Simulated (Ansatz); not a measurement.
**C₂H₇BO₂S: a ladder of functionals and wavefunction methods**

An exercise on one series of results from a longer session: the logs are not shown, and one member is left open.

Method: functionals in def2-TZVPP, the program's frozen cores in correlated methods; program: Ansatz 0.2.0, Gaussian basis.

Levels to be run: PBE-D4, r2SCAN-D4, PBE0-D4, B3LYP-D4, ωB97X-V, ωB97M-V, B2PLYP; CCSD(T)/def2-TZVPP; MP2/def2-QZVPP; extrapolation to the limit.

### Structure used throughout

An earlier PBE0-D4 in a triple-zeta def2 set relaxation fixed the geometry.

SMILES `CB(O)SCO`, 13 atoms, charge 0, spin multiplicity 1.

Atoms are counted from 1 here; the program's logs count them from 0.

Bond lengths: C1–B2 1.569 Å, C1–H7 1.093 Å, C1–H8 1.092 Å, C1–H9 1.096 Å, B2–O3 1.361 Å, B2–S4 1.821 Å, O3–H10 0.961 Å, S4–C5 1.823 Å, C5–O6 1.392 Å, C5–H11 1.089 Å, C5–H12 1.093 Å, O6–H13 0.961 Å. Angles: B2–C1–H7 114.1°, B2–C1–H8 110.3°, B2–C1–H9 110.2°, H7–C1–H8 108.2°, H7–C1–H9 106.4°, H8–C1–H9 107.4°, C1–B2–O3 117.8°, C1–B2–S4 124.8°, O3–B2–S4 117.4°, B2–O3–H10 114.5°, B2–S4–C5 103.6°, S4–C5–O6 114.3°, S4–C5–H11 106.0°, S4–C5–H12 107.8°, O6–C5–H11 106.8°, O6–C5–H12 112.8°, H11–C5–H12 108.9°, C5–O6–H13 108.7°.

The first run:

Input file in.yaml:

```yaml
crystal:
  periodic: [false, false, false]
  atoms:
    - {symbol: C, position_ang: [-0.929461, -1.155889, -0.391340]}
    - {symbol: B, position_ang: [-0.358034, -0.619458, 0.967512]}
    - {symbol: O, position_ang: [-0.849278, -1.155344, 2.118125]}
    - {symbol: S, position_ang: [0.937786, 0.650881, 1.120777]}
    - {symbol: C, position_ang: [1.278233, 1.128294, -0.605714]}
    - {symbol: O, position_ang: [0.516598, 2.200318, -1.063593]}
    - {symbol: H, position_ang: [-1.157846, -0.373250, -1.118925]}
    - {symbol: H, position_ang: [-1.837661, -1.736231, -0.217581]}
    - {symbol: H, position_ang: [-0.202441, -1.821047, -0.870206]}
    - {symbol: H, position_ang: [-0.450733, -0.809614, 2.921562]}
    - {symbol: H, position_ang: [2.318968, 1.449579, -0.628848]}
    - {symbol: H, position_ang: [1.168796, 0.235468, -1.227068]}
    - {symbol: H, position_ang: [-0.414324, 1.971494, -0.989901]}
basis:
  gaussian: {orbitals: def2-TZVPP}
hamiltonian: {xc: pbe, dispersion: d4}
output: {forces: true, orbitals: {seedname: orbitals}}
```

The run is started by

```bash
ansatz run in.yaml --threads 2 --pin off --events-out ev --progress --plain --max-ram 32768MiB --backend cuda --devices 0, --max-vram 18GiB
```

Steps of the session up to this table: PBE-D4 (GGA); r2SCAN-D4 (meta-GGA); PBE0-D4 (hybrid); B3LYP-D4 (hybrid); ωB97X-V (range-separated); ωB97M-V (range-separated); B2PLYP (double hybrid); CCSD(T) in def2-TZVPP; MP2 in def2-QZVPP.

One of the session's tables, all rows but one given; the rest of the session is left out.

It belongs to the step «Atomisation energies». 

```
            method  atomisation energy (kcal/mol)
            PBE-D4                         1249.9
         r2SCAN-D4                         1226.4
           PBE0-D4                              ?
          B3LYP-D4                         1217.1
           ωB97X-V                         1220.6
           ωB97M-V                         1224.8
            B2PLYP                         1205.2
     HF/def2-TZVPP                          881.1
    MP2/def2-TZVPP                         1212.9
   CCSD/def2-TZVPP                         1166.6
CCSD(T)/def2-TZVPP                         1186.2
           MP2/CBS                         1244.8
       CCSD(T)/CBS                         1218.1
```

Q: Estimate the row for PBE0-D4 from the others.

**Answer.** atomisation energy (kcal/mol): 1224.1. In the column «atomisation energy (kcal/mol)» it lies between ωB97X-V (1220.6) and ωB97M-V (1224.8).
